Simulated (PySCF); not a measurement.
# C₈H₈OSe: excited states, first hyperpolarisability

Aim: compute the excited states, first hyperpolarisability of C₈H₈OSe (`C[Se]c1ccccc1C=O`).

Programs: PySCF 2.14.0, with routines of our own; each step states its level. All values are computed. Atoms count from 0.

## 1. The system as given

18 atoms, charge 0, multiplicity 1; geometry from: GFN2-xTB.

## 2. Relaxing the molecule at PBE0-D3(BJ)/def2-SVP

The job: settings as JSON, then the geometry in Å.

```
{"job": {"xc": "PBE0", "basis": "def2-SVP", "d3": "d3bj", "grid": 2, "kind": "geom"}, "charge": 0, "multiplicity": 1}
C      3.112934    -0.109793     0.449800
Se     1.754597     1.309828     0.338300
C      0.206474     0.270220     0.047004
C      0.233003    -1.122630    -0.033787
C     -0.925704    -1.837429    -0.250847
C     -2.150489    -1.190542    -0.391692
C     -2.199525     0.181819    -0.313151
C     -1.035274     0.924121    -0.096361
C     -1.078443     2.365758    -0.013074
O     -0.095189     3.055360     0.174504
H      4.057699     0.403627     0.612700
H      3.169349    -0.670614    -0.478998
H      2.919290    -0.770320     1.290450
H      1.163755    -1.656046     0.074042
H     -0.879507    -2.915127    -0.312159
H     -3.048783    -1.764091    -0.559991
H     -3.138401     0.706560    -0.417560
H     -2.074544     2.825616    -0.130837
```

Command:

```
> OMP_NUM_THREADS=1 python excited_run.py task.json out
```

The driver reads the jobs from task.json and runs them one after another.

The log of the run:

```text
step   0  E = -2785.15004696  max force = 0.013124
step   1  E = -2785.15305770  max force = 0.004055
step   2  E = -2785.15280124  max force = 0.005827
step   3  E = -2785.15311552  max force = 0.002331
step   4  E = -2785.15316980  max force = 0.000935
step   5  E = -2785.15318484  max force = 0.000411
step   6  E = -2785.15318428  max force = 0.000613
step   7  E = -2785.15318675  max force = 0.000182
optimisation converged
```

Wall time 5.1 min (1 thread of Arm Neoverse N1, shared host); peak memory 1 GiB.

Relaxation path: (the energy doesn't fall at every step)

```tsv
step	energy from step 0 (eV)	largest force component (eV/Å)
0	0.0000	0.6749
1	-0.0819	0.2085
2	-0.0749	0.2996
3	-0.0835	0.1199
4	-0.0850	0.0481
5	-0.0854	0.0211
6	-0.0854	0.0315
7	-0.0854	0.0094
```

Close pairs (by a distance rule), those that changed most:

```tsv
bond	before (Å)	after (Å)	change (Å)
C0–Se1	1.968	1.945	-0.023
C7–C8	1.445	1.464	+0.019
C8–H17	1.103	1.119	+0.015
C6–H16	1.081	1.094	+0.014
C3–C4	1.379	1.392	+0.013
C4–H14	1.080	1.093	+0.013
C5–H15	1.079	1.092	+0.013
C0–H11	1.086	1.099	+0.012
```

The end geometry stands in the next job.

```tsv
at the end point	value
point group (found at 0.08 Å tolerance)	Cs
rotational constants (GHz, main isotopes)	1.547, 0.842, 0.547
dipole moment (D)	3.37
```

## 3. Excited states: TDA CAM-B3LYP/aug-cc-pVDZ

The job: settings as JSON, then the geometry in Å.

```
{"job": {"kind": "states", "xc": "CAM-B3LYP", "basis": "aug-cc-pVDZ", "tda": true, "soc": true, "nstates": 6, "ntriplets": 5, "nquad": 4}, "charge": 0, "multiplicity": 1}
C      3.952149     0.015430     0.580670
Se     2.676842     1.480244     0.480246
C      1.099909     0.468233     0.182946
C      1.110539    -0.931761     0.098595
C     -0.063326    -1.646247    -0.120470
C     -1.289207    -0.993231    -0.263174
C     -1.316258     0.390671    -0.181906
C     -0.145288     1.128948     0.038133
C     -0.252416     2.587248     0.112375
O      0.683023     3.333383     0.297655
H      4.923303     0.500007     0.753500
H      4.003752    -0.549641    -0.360299
H      3.739870    -0.657360     1.423104
H      2.044116    -1.483261     0.204133
H     -0.015921    -2.736626    -0.180370
H     -2.205666    -1.560774    -0.434734
H     -2.260107     0.933897    -0.288981
H     -1.288060     2.990244    -0.016506
```

Method: TDA CAM-B3LYP/aug-cc-pVDZ excited states, vertical, gas phase, spin-orbit mean-field couplings.

The log of the run:

```text
coarse grid: 73728 points
cycle   1  E = -2786.2180741393  dE =  1.112e+00  |g| = 7.959e-01  |ddm| = 5.274e+01
cycle   2  E = -2785.9540334482  dE =  2.640e-01  |g| = 1.445e+00  |ddm| = 9.252e+00
cycle   3  E = -2786.3614106389  dE = -4.074e-01  |g| = 8.258e-02  |ddm| = 5.947e+00
cycle   4  E = -2786.3626797039  dE = -1.269e-03  |g| = 5.377e-02  |ddm| = 1.094e+00
cycle   5  E = -2786.3634047751  dE = -7.251e-04  |g| = 1.136e-02  |ddm| = 5.429e-01
cycle   6  E = -2786.3634402538  dE = -3.548e-05  |g| = 5.299e-03  |ddm| = 9.824e-02
cycle   7  E = -2786.3634489577  dE = -8.704e-06  |g| = 1.904e-03  |ddm| = 4.414e-02
final grid: 156928 points
cycle   8  E = -2786.3634165470  dE = -6.582e-09  |g| = 2.515e-03  |ddm| = 5.332e-02
cycle   9  E = -2786.3634145367  dE =  2.010e-06  |g| = 3.945e-03  |ddm| = 3.322e-02
cycle  10  E = -2786.3634183045  dE = -3.768e-06  |g| = 2.586e-04  |ddm| = 1.968e-02
cycle  11  E = -2786.3634183268  dE = -2.229e-08  |g| = 1.350e-04  |ddm| = 1.662e-03
cycle  12  E = -2786.3634183370  dE = -1.016e-08  |g| = 6.615e-05  |ddm| = 1.567e-03
cycle  13  E = -2786.3634183386  dE = -1.638e-09  |g| = 1.087e-05  |ddm| = 5.076e-04
cycle  14  E = -2786.3634183387  dE = -5.366e-11  |g| = 4.785e-06  |ddm| = 1.478e-04
converged SCF energy = -2786.3634183387

Singlet excitations
state   eV       nm        f     d(h-e)  d(exc)  Lambda  PR(NTO)  |dmu|/D   mu/D   main configurations
  1   3.9066   317.4   0.12291   1.639   3.600   0.543   1.098    4.012    5.069   H->L 0.93
  2   3.9088   317.2   0.00249   1.004   2.795   0.445   1.013    2.238    1.473   H-1->L 0.83
  3   4.9805   248.9   0.06486   1.129   3.468   0.620   1.536    2.790    2.653   H->L+2 0.71, H-2->L 0.18
  4   5.1474   240.9   0.00449   1.684   4.087   0.246   1.013    7.405    8.458   H->L+1 0.36, H->L+3 0.28, H->L+4 0.09
  5   5.5589   223.0   0.00172   1.617   4.755   0.253   1.053                     H->L+1 0.49, H->L+11 0.14
  6   5.7161   216.9   0.16386   0.756   3.454   0.641   2.058                     H-3->L 0.41, H->L+2 0.19, H-2->L+2 0.18

Triplet excitations (Tamm-Dancoff)
state   eV     d(h-e)  d(exc)  Lambda  PR(NTO)   main configurations
  1   3.0811   0.992   3.342   0.557   1.038   H->L 0.85
  2   3.4016   0.938   2.664   0.437   1.009   H-1->L 0.81
  3   3.8081   0.492   2.958   0.665   1.395   H-2->L 0.49, H->L+2 0.22, H->L 0.09
  4   4.1211   0.629   3.213   0.648   1.918   H->L+2 0.54, H-2->L 0.35
  5   4.8571   1.129   3.435   0.272   1.013   H->L+3 0.23, H->L+11 0.18, H->L+1 0.16
S1 - T1 = 0.8256 eV

Spin-orbit couplings |<S|Hso|T>| (cm-1)
             T1       T2       T3       T4       T5
S0        1.631   33.974    1.128    2.422  616.149
S1       15.551  115.169    4.389    1.785   81.226
S2      113.369   15.873   31.684   12.808   11.590
S3        0.241   31.462    0.023    0.131   78.960
S4       67.307    0.607    7.468   43.593   24.146
S5       68.930    0.210    7.340   44.375   71.777
S6        0.157   46.660    0.062    0.062   17.985
T1 sublevels (cm-1): 0.000 0.126 1.855   radiative rates (1/s): 2.97 3.24 31.2
```

It took 4.1 min on 1 thread of Arm Neoverse N1, shared host; peak memory 1.5 GiB.

In short:

```tsv
quantity	value
S1 less T1	0.83 eV
```

## 4. Excited states: TDDFT CAM-B3LYP/aug-cc-pVDZ

Settings changed since step 3:

```diff
@@ -1,2 +1,2 @@
-{"job": {"kind": "states", "xc": "CAM-B3LYP", "basis": "aug-cc-pVDZ", "tda": true, "soc": true, "nstates": 6, "ntriplets": 5, "nquad": 4}, "charge": 0, "multiplicity": 1}
+{"job": {"kind": "states", "xc": "CAM-B3LYP", "basis": "aug-cc-pVDZ", "tpa": true, "nstates": 8, "nquad": 6, "ntriplets": 0}, "charge": 0, "multiplicity": 1}
 C      3.952149     0.015430     0.580670
```

Level: TDDFT CAM-B3LYP/aug-cc-pVDZ excited states, vertical, gas phase, two-photon moments by quadratic response.

The log of the run:

```text
coarse grid: 73728 points
cycle   1  E = -2786.2180741393  dE =  1.112e+00  |g| = 7.959e-01  |ddm| = 5.274e+01
cycle   2  E = -2785.9540334482  dE =  2.640e-01  |g| = 1.445e+00  |ddm| = 9.252e+00
cycle   3  E = -2786.3614106389  dE = -4.074e-01  |g| = 8.258e-02  |ddm| = 5.947e+00
cycle   4  E = -2786.3626797039  dE = -1.269e-03  |g| = 5.377e-02  |ddm| = 1.094e+00
cycle   5  E = -2786.3634047751  dE = -7.251e-04  |g| = 1.136e-02  |ddm| = 5.429e-01
cycle   6  E = -2786.3634402538  dE = -3.548e-05  |g| = 5.299e-03  |ddm| = 9.824e-02
cycle   7  E = -2786.3634489577  dE = -8.704e-06  |g| = 1.904e-03  |ddm| = 4.414e-02
final grid: 156928 points
cycle   8  E = -2786.3634165470  dE = -6.582e-09  |g| = 2.515e-03  |ddm| = 5.332e-02
cycle   9  E = -2786.3634145367  dE =  2.010e-06  |g| = 3.945e-03  |ddm| = 3.322e-02
cycle  10  E = -2786.3634183045  dE = -3.768e-06  |g| = 2.586e-04  |ddm| = 1.968e-02
cycle  11  E = -2786.3634183268  dE = -2.229e-08  |g| = 1.350e-04  |ddm| = 1.662e-03
cycle  12  E = -2786.3634183370  dE = -1.016e-08  |g| = 6.615e-05  |ddm| = 1.567e-03
cycle  13  E = -2786.3634183386  dE = -1.638e-09  |g| = 1.087e-05  |ddm| = 5.076e-04
cycle  14  E = -2786.3634183387  dE = -5.366e-11  |g| = 4.785e-06  |ddm| = 1.478e-04
converged SCF energy = -2786.3634183387

Singlet excitations
state   eV       nm        f     d(h-e)  d(exc)  Lambda  PR(NTO)  |dmu|/D   mu/D   delta(TPA)   sigma/GM   main configurations
  1   3.7965   326.6   0.09838   1.582   3.581   0.544   1.129    4.153    5.229      352.80      1.863   H->L 0.97
  2   3.8814   319.4   0.00019   1.018   2.788   0.443   1.010    2.276    1.416        0.03      0.000   H-1->L 0.85
  3   4.8869   253.7   0.04634   1.078   3.435   0.621   1.616    2.871    2.672      207.17      1.813   H->L+2 0.73, H-2->L 0.19
  4   5.1360   241.4   0.00391   1.690   4.083   0.247   1.013    7.330    8.418       50.80      0.491   H->L+1 0.35, H->L+3 0.28, H->L+11 0.09
  5   5.5442   223.6   0.00126   1.587   4.733   0.253   1.053    5.683    2.217       20.76      0.234   H->L+1 0.49, H->L+11 0.14
  6   5.5706   222.6   0.37874   0.469   3.407   0.666   1.941    1.316    4.148       31.10      0.354   H-2->L 0.58, H->L+2 0.24
  7   5.7224   216.7   0.06083   0.840   3.185   0.628   1.660                                            H-3->L 0.58, H-2->L+2 0.17, H-2->L 0.16
  8   5.8862   210.6   0.02781   0.506   4.840   0.228   1.040                                            H->L+3 0.24, H->L+4 0.24, H->L+7 0.23
```

Run time: 5 min. Hardware: 1 thread of Arm Neoverse N1, shared host; peak memory 1.5 GiB.

## 5. First hyperpolarisability: quadratic response CAM-B3LYP/aug-cc-pVDZ

Settings changed since step 4:

```diff
@@ -1,2 +1,2 @@
-{"job": {"kind": "states", "xc": "CAM-B3LYP", "basis": "aug-cc-pVDZ", "tpa": true, "nstates": 8, "nquad": 6, "ntriplets": 0}, "charge": 0, "multiplicity": 1}
+{"job": {"kind": "beta", "xc": "CAM-B3LYP", "basis": "aug-cc-pVDZ"}, "charge": 0, "multiplicity": 1}
 C      3.952149     0.015430     0.580670
```

Method: quadratic response CAM-B3LYP/aug-cc-pVDZ first hyperpolarisability, Taylor convention, gas phase.

The log of the run:

```text
coarse grid: 73728 points
cycle   1  E = -2786.2180741393  dE =  1.112e+00  |g| = 7.959e-01  |ddm| = 5.274e+01
cycle   2  E = -2785.9540334482  dE =  2.640e-01  |g| = 1.445e+00  |ddm| = 9.252e+00
cycle   3  E = -2786.3614106389  dE = -4.074e-01  |g| = 8.258e-02  |ddm| = 5.947e+00
cycle   4  E = -2786.3626797039  dE = -1.269e-03  |g| = 5.377e-02  |ddm| = 1.094e+00
cycle   5  E = -2786.3634047751  dE = -7.251e-04  |g| = 1.136e-02  |ddm| = 5.429e-01
cycle   6  E = -2786.3634402538  dE = -3.548e-05  |g| = 5.299e-03  |ddm| = 9.824e-02
cycle   7  E = -2786.3634489577  dE = -8.704e-06  |g| = 1.904e-03  |ddm| = 4.414e-02
final grid: 156928 points
cycle   8  E = -2786.3634165470  dE = -6.582e-09  |g| = 2.515e-03  |ddm| = 5.332e-02
cycle   9  E = -2786.3634145367  dE =  2.010e-06  |g| = 3.945e-03  |ddm| = 3.322e-02
cycle  10  E = -2786.3634183045  dE = -3.768e-06  |g| = 2.586e-04  |ddm| = 1.968e-02
cycle  11  E = -2786.3634183268  dE = -2.229e-08  |g| = 1.350e-04  |ddm| = 1.662e-03
cycle  12  E = -2786.3634183370  dE = -1.016e-08  |g| = 6.615e-05  |ddm| = 1.567e-03
cycle  13  E = -2786.3634183386  dE = -1.638e-09  |g| = 1.087e-05  |ddm| = 5.076e-04
cycle  14  E = -2786.3634183387  dE = -5.366e-11  |g| = 4.785e-06  |ddm| = 1.478e-04
converged SCF energy = -2786.3634183387

Lowest singlets (eV, f): 3.7965 0.0984  3.8814 0.0002  4.8869 0.0463

First hyperpolarisability (au)
process     nm      |vector|   parallel      HRS      DR
static         -      494.63     -46.77     214.18   4.357
shg       1907.0      580.85     -51.21     247.04   4.617
eope      1907.0      520.99     -48.14          -       -
shg       1064.0      887.66      -66.4     364.74   5.235
eope      1064.0      587.77     -51.57          -       -
```

Run time: 3.9 min. Hardware: 1 thread of Arm Neoverse N1, shared host; peak memory 1.5 GiB.

## 6. Excited states: TDA CAM-B3LYP/aug-cc-pVDZ in tetrahydrofuran

Settings changed since step 5:

```diff
@@ -1,2 +1,2 @@
-{"job": {"kind": "beta", "xc": "CAM-B3LYP", "basis": "aug-cc-pVDZ"}, "charge": 0, "multiplicity": 1}
+{"job": {"kind": "states", "xc": "CAM-B3LYP", "basis": "aug-cc-pVDZ", "tda": true, "soc": true, "nstates": 6, "ntriplets": 5, "nquad": 4, "solvent": "tetrahydrofuran"}, "charge": 0, "multiplicity": 1}
 C      3.952149     0.015430     0.580670
```

With the program's defaults for keys left out, this is: TDA CAM-B3LYP/aug-cc-pVDZ excited states, vertical, IEF-PCM tetrahydrofuran (non-equilibrium response), spin-orbit mean-field couplings.

The log of the run:

```text
coarse grid: 73728 points
cycle   1  E = -2786.2439277271  dE =  1.087e+00  |g| = 7.637e-01  |ddm| = 5.287e+01
cycle   2  E = -2786.0680282029  dE =  1.759e-01  |g| = 1.266e+00  |ddm| = 8.792e+00
cycle   3  E = -2786.3715551971  dE = -3.035e-01  |g| = 6.643e-02  |ddm| = 5.246e+00
cycle   4  E = -2786.3724470707  dE = -8.919e-04  |g| = 4.348e-02  |ddm| = 8.541e-01
cycle   5  E = -2786.3729214209  dE = -4.744e-04  |g| = 8.427e-03  |ddm| = 4.715e-01
cycle   6  E = -2786.3729433964  dE = -2.198e-05  |g| = 3.912e-03  |ddm| = 8.971e-02
cycle   7  E = -2786.3729486445  dE = -5.248e-06  |g| = 1.468e-03  |ddm| = 3.651e-02
final grid: 156928 points
cycle   8  E = -2786.3729167706  dE = -4.111e-07  |g| = 1.719e-03  |ddm| = 5.279e-02
cycle   9  E = -2786.3729161788  dE =  5.917e-07  |g| = 2.471e-03  |ddm| = 2.435e-02
cycle  10  E = -2786.3729176676  dE = -1.489e-06  |g| = 1.743e-04  |ddm| = 1.431e-02
cycle  11  E = -2786.3729176840  dE = -1.639e-08  |g| = 1.280e-04  |ddm| = 1.377e-03
cycle  12  E = -2786.3729176943  dE = -1.024e-08  |g| = 4.512e-05  |ddm| = 1.545e-03
cycle  13  E = -2786.3729176950  dE = -7.076e-10  |g| = 6.455e-06  |ddm| = 3.492e-04
converged SCF energy = -2786.3729176950

Singlet excitations
state   eV       nm        f     d(h-e)  d(exc)  Lambda  PR(NTO)  |dmu|/D   mu/D   main configurations
  1   3.8918   318.6   0.16736   1.597   3.587   0.547   1.080    4.756    6.630   H->L 0.96
  2   3.9917   310.6   0.00014   0.984   2.773   0.447   1.009    2.568    2.553   H-1->L 0.85
  3   5.0277   246.6   0.04827   0.797   3.379   0.636   1.749    2.438    3.900   H->L+2 0.61, H-2->L 0.27
  4   5.2522   236.1   0.01209   1.445   3.905   0.261   1.011    7.012   10.005   H->L+1 0.37, H->L+3 0.25, H->L+12 0.09
  5   5.6552   219.2   0.01369   0.951   4.390   0.264   1.052                     H->L+1 0.43, H->L+11 0.13, H->L+8 0.10
  6   5.6602   219.0   0.67168   0.668   3.515   0.653   2.098                     H-2->L 0.46, H->L+2 0.35

Triplet excitations (Tamm-Dancoff)
state   eV     d(h-e)  d(exc)  Lambda  PR(NTO)   main configurations
  1   3.1182   0.931   3.323   0.559   1.038   H->L 0.85
  2   3.5050   0.917   2.665   0.442   1.009   H-1->L 0.81
  3   3.8092   0.473   2.932   0.666   1.292   H-2->L 0.60, H->L+2 0.13, H->L 0.09
  4   4.1806   0.592   3.184   0.642   1.673   H->L+2 0.61, H-2->L 0.25
  5   4.9567   0.996   3.294   0.277   1.012   H->L+3 0.22, H->L+11 0.16, H->L+1 0.15
S1 - T1 = 0.7736 eV

Spin-orbit couplings |<S|Hso|T>| (cm-1)
             T1       T2       T3       T4       T5
S0        1.501   32.978    0.819    2.339  614.619
S1        0.189  119.783    0.117    0.052   81.713
S2      115.693    1.336   32.047    8.406    3.078
S3        0.182   31.320    0.009    0.087   64.417
S4       66.974    0.479    1.082   41.905   25.145
S5       65.345    0.285    2.698   40.400   48.608
S6        0.408   22.947    0.028    0.239   38.480
T1 sublevels (cm-1): 0.000 0.069 1.366   radiative rates (1/s): 2.08 4.04 48.2
```

Run time: 4 min. Hardware: 1 thread of Arm Neoverse N1, shared host; peak memory 1.6 GiB.

From this job:

```tsv
quantity	value
S1 less T1	0.77 eV
```

## 7. Outcome

| quantity | value |
| --- | --- |
| point group | Cs |
| rotational constants (main isotopes) | 1.55, 0.84, 0.55 GHz |
| S1 less T1 (step 3, TDA CAM-B3LYP/aug-cc-pVDZ) | 0.83 eV |
| β vector (step 5, quadratic response CAM-B3LYP/aug-cc-pVDZ) | static 495, SHG 1907.0 nm 581, SHG 1064.0 nm 888 au |
| S1 less T1 (step 6, TDA CAM-B3LYP/aug-cc-pVDZ in tetrahydrofuran) | 0.77 eV |

Over 7 steps the energy fell by 0.085 eV; of the close pairs, C0–Se1 changed most, 1.968 to 1.945 Å. Scalar relativity is left out for the heavy atoms. In step 3 some excited states are degenerate or nearly so. In step 3, the number of triplets below S1 is 3, and the largest singlet-triplet spin-orbit coupling is S0–T5, 616.15 cm⁻¹. Steps that list no spin-orbit terms leave them out, which matters at and beside the heavy atoms. β grows from 495 au (static) to 888 au for doubling at 1064.0 nm: normal dispersion, which grows as twice the photon energy moves toward the bright states. In step 6, the number of triplets below S1 is 3, and the largest singlet-triplet spin-orbit coupling is S0–T5, 614.62 cm⁻¹.
